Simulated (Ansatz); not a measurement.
# W: the cost of one run

Computed with Ansatz 0.2.0 (DFT r²SCAN, scalar-relativistic, plane waves, PAW, unless a step's input says otherwise).

5 further runs of the same task are left out: 5 set aside as unsound or not needed. Runs told in other sessions of the task aren't counted.

### Step 1. The starting structure

It takes space group Im-3m (No. 229, cubic). The conventional cell has a = 3.160 Å, b = 3.160 Å, c = 3.160 Å, α = 90.00°, β = 90.00°, γ = 90.00°. W (site symmetry m-3m) has 8 W at 2.74 Å in its first shell of neighbours.

Coordinates:

```xyz
1
Lattice="-1.5800 1.5800 1.5800 1.5800 -1.5800 1.5800 1.5800 1.5800 -1.5800" Properties=species:S:1:pos:R:3 pbc="T T T"
W     0.0000    0.0000    0.0000
```

The cell is the measured one, not relaxed. An earlier run on this cell at r²SCAN gave 2.47 GPa at 15.777 Å³/atom (16×16×16 mesh), metallic.

### Step 2. Bands on a fine mesh, Fermi surface

input.yaml reads:

```yaml
crystal:
  lattice:
    - [-1.5799983977, 1.5799983977, 1.5799983977]
    - [1.5799983977, -1.5799983977, 1.5799983977]
    - [1.5799983977, 1.5799983977, -1.5799983977]
  atoms:
    - { symbol: W, position: [0.0, 0.0, 0.0] }
basis:
  ecutwfc: 500
  ecutrho_ratio: 4
kpoints:
  mp_grid: { grid: [16, 16, 16] }
hamiltonian:
  xc: r2scan
scf:
  occupations: { method: gaussian, width: 0.05 }
output:
  forces: true
  stress: true
  eigenvalues: true
  eigenstates:
    nscf_kmesh: { grid: [26, 26, 26] }
    de_dk: true
    e_range: [-2.5, 2.5]
  write_density: true
  write_potential: true
  elf: true
  volumetric_format: npy
```

Run with:

```console
$ ansatz run input.yaml --threads 4 --pin off --max-ram 9216MiB --backend cpu --events-out ev --progress --plain --runs-dir out
```

**Question.** How long does this run take on 4 threads of Arm Neoverse V1, shared host, and how much memory does it need?

About 3.4 s, with a peak of 0.32 GiB.
